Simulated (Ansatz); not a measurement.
I need a single point in a Gaussian basis of C3H5AlO, SMILES OCC#[C][AlH2]. Use Ansatz 0.2.0 through its Python package. Level of theory: MP2, def2-SVP basis, multiplicity 1.

`c3h5alo.xyz`
```text
10

O    -1.59240   -1.77510    0.91490
C    -0.65140   -1.69940   -0.08490
C    -0.01280   -0.38960   -0.09360
C     0.64260    0.69280   -0.08010
Al    1.45270    2.40270   -0.08840
H    -2.41870   -1.21230    0.54140
H     0.13030   -2.48140    0.13690
H    -1.04400   -1.87530   -1.09610
H     0.83700    3.63430    0.81460
H     2.73970    2.65210   -0.96190
```

`run_energy.py`
```python
"""Single point of C3H5AlO in a Gaussian basis."""

from pathlib import Path

import ansatz as az
import numpy as np

geometry = az.Crystal.molecule_from_extxyz("c3h5alo.xyz")

calculation = geometry.calculation().basis(gaussian="def2-SVP").correlation("MP2").forces().orbitals()
done = calculation.run(threads=1, pin="off", runs_dir="runs")
summary = done.report

for key in ("converged", "free_energy_ev", "reference_energy_ev", "n_frozen", "n_occupied", "n_virtual"):
    print(f"{key:22s} {summary[key]}")

print("correlation energy", round(summary["free_energy_ev"] - summary["reference_energy_ev"], 5), "eV")
cluster = summary["correlation"].get("coupled_cluster")
if cluster:
    print("cycles", cluster["cycles"], " T1 diagnostic", round(cluster["t1_diagnostic"], 4), " largest double", round(cluster["largest_double"], 4))

field = summary["mean_field"]
print("<S^2> =", round(abs(field["state"]["spin_squared"]), 4), " all-electron relativity setting:", field["relativity"])
print("passes:", field["passes"])
if "symmetry" in field:
    print("occupied orbitals by irrep:", field["symmetry"]["occupied"])

symbols = [site.symbol for site in geometry.cartesian_sites]
forces = np.array(summary["forces_ev_ang"])
print("largest force", round(float(np.linalg.norm(forces, axis=1).max()), 4), "eV/A, rms", round(float(np.sqrt((forces ** 2).mean())), 4))

charges = summary["charge_distribution"]
dipole = np.array(charges["dipole_moment_e_ang"]) * 4.803205
print("dipole (D): {:.3f} {:.3f} {:.3f}, length {:.3f}".format(*dipole, np.linalg.norm(dipole)))
print("atom  Mulliken   Lowdin")
for symbol, m, l in zip(symbols, charges["mulliken_charges_e"], charges["lowdin_charges_e"]):
    print(f"{symbol:4s} {m:9.3f} {l:8.3f}")

lines = Path(summary["orbitals_path"]).read_text().splitlines()
field_of = lambda key: [line.split("=")[1].strip() for line in lines if line.startswith(key)]
orbitals = [(27.211386 * float(e), s, float(n)) for e, s, n in zip(field_of("Ene="), field_of("Spin="), field_of("Occup="))]
homo = max(e for e, _, n in orbitals if n > 0.5)
lumo = min(e for e, _, n in orbitals if n < 0.5)
for e, spin, n in sorted(orbitals):
    if homo - 6 < e < lumo + 5:
        print(f"{spin:6s} {e:10.3f} eV  occupation {n:.0f}")
```

```console
$ python run_energy.py
converged              True
free_energy_ev         -11799.492080877897
reference_energy_ev    -11782.022353522887
n_frozen               9
n_occupied             [13, 13]
n_virtual              [77, 77]
correlation energy -17.46973 eV
<S^2> = 0.0  all-electron relativity setting: none
passes: {'evaluations': 12, 'products': 34}
occupied orbitals by irrep: [{'A': 22}, {'A': 22}]
largest force 4.6728 eV/A, rms 1.3687
dipole (D): -1.075 -0.501 -1.466, length 1.886
atom  Mulliken   Lowdin
O       -0.380    0.032
C        0.263    0.016
C       -0.056   -0.105
C       -0.454   -0.177
Al       0.760    0.443
H        0.221    0.075
H        0.068    0.018
H        0.049   -0.005
H       -0.234   -0.151
H       -0.236   -0.148
Alpha     -14.374 eV  occupation 2
Alpha     -13.367 eV  occupation 2
Alpha     -12.911 eV  occupation 2
Alpha     -11.776 eV  occupation 2
Alpha     -10.354 eV  occupation 2
Alpha     -10.297 eV  occupation 2
Alpha       1.106 eV  occupation 0
Alpha       3.344 eV  occupation 0
Alpha       3.809 eV  occupation 0
Alpha       4.473 eV  occupation 0
Alpha       4.696 eV  occupation 0
Alpha       5.163 eV  occupation 0
Alpha       5.702 eV  occupation 0
```

Reading the output:
- Total energies depend on the basis set; only differences at equal settings carry meaning.
- The geometry is a force-field or estimated start, not a minimum of this method, and the basis set is short of its limit.
- The Löwdin charges here are taken after orthogonalising the functions within each atom; they differ from plain Löwdin charges, and their signs can be unphysical.
- Alpha marks a spatial orbital of a restricted run, filled by both spins.
- Levels such as HOMO and LUMO are orbital energies: in Hartree-Fock the gap is too wide and the LUMO hangs on the basis.
- Inner cores stay frozen, so this is valence correlation.
- S² is that of the Hartree-Fock reference.
- Timing: 5.6 s on 1 thread of Arm Neoverse V1 (shared host), peak memory 0.27 GiB.
